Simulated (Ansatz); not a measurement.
**C₂H₄AlB (SMILES C#C[BH][AlH2]): one structure at several levels**

One table from this session's results is given with a row withheld; the runs are named, their logs left out.

The runs use Ansatz 0.2.0, Gaussian basis; single points in def2-TZVPP.

Cores are frozen in the correlated methods.

**The system as given**

SMILES `C#C[BH][AlH2]`, 8 atoms, charge 0, spin multiplicity 1.

Atoms are counted from 1 here; the program's logs count them from 0.

Bond lengths: C1–C2 1.215 Å, C1–H5 1.066 Å, C2–B3 1.491 Å, B3–Al4 2.086 Å, B3–H6 1.187 Å, Al4–H7 1.580 Å, Al4–H8 1.582 Å. Angles: C2–C1–H5 177.7°, C1–C2–B3 174.9°, C2–B3–Al4 110.1°, C2–B3–H6 116.3°, Al4–B3–H6 133.6°, B3–Al4–H7 120.1°, B3–Al4–H8 130.0°, H7–Al4–H8 109.9°.

As a file:

| atom | x (Å) | y (Å) | z (Å) |
| --- | --- | --- | --- |
| C1 | -0.32300 | 1.00630 | -1.96320 |
| C2 | 0.08400 | 0.91810 | -0.82130 |
| B3 | 0.51490 | 0.69570 | 0.58860 |
| Al4 | -0.06090 | -1.20680 | 1.22270 |
| H5 | -0.63900 | 1.09020 | -2.97730 |
| H6 | 1.08240 | 1.59690 | 1.11340 |
| H7 | -0.79990 | -2.18500 | 0.22620 |
| H8 | 0.15100 | -1.91960 | 2.61860 |

Set-up of the first run:

run/in.yaml

```yaml
crystal:
  periodic: [false, false, false]
  atoms:
    - {symbol: C, position_ang: [-0.323000, 1.006300, -1.963200]}
    - {symbol: C, position_ang: [0.084000, 0.918100, -0.821300]}
    - {symbol: B, position_ang: [0.514900, 0.695700, 0.588600]}
    - {symbol: Al, position_ang: [-0.060900, -1.206800, 1.222700]}
    - {symbol: H, position_ang: [-0.639000, 1.090200, -2.977300]}
    - {symbol: H, position_ang: [1.082400, 1.596900, 1.113400]}
    - {symbol: H, position_ang: [-0.799900, -2.185000, 0.226200]}
    - {symbol: H, position_ang: [0.151000, -1.919600, 2.618600]}
basis:
  gaussian: {orbitals: def2-TZVPP}
correlation: {method: ccsd_t}
output: {forces: true}
```

The command line of these runs was not kept.

Steps of the session up to this table: CCSD(T)/def2-TZVPP; PBE0-D4/def2-TZVPP; wB97M-V/def2-TZVPP; r2SCAN-D4/def2-TZVPP; PBE-D4/def2-TZVPP; LC-wPBE/def2-TZVPP; BHLYP-D4/def2-TZVPP.

One table of the session follows, with a row left open; its other results are not shown here.

```
   method  RMS force component (eV/Å)  angle to CCSD(T) forces (°)  dipole (D)
  CCSD(T)                       0.344                    reference        1.49
  PBE0-D4                       0.263                         49.6        1.56
  wB97M-V                       0.303                         67.1        1.50
r2SCAN-D4                       0.285                         31.6        1.61
   PBE-D4                       0.383                         34.1        1.65
  LC-wPBE                       0.438                         89.8        1.42
 BHLYP-D4                           ?                            ?           ?
```

Q: Estimate the row for BHLYP-D4 from the others.

As computed: RMS force component (eV/Å): 0.479; angle to CCSD(T) forces (°): 85.9; dipole (D): 1.47. In the column «RMS force component (eV/Å)» it is the highest.
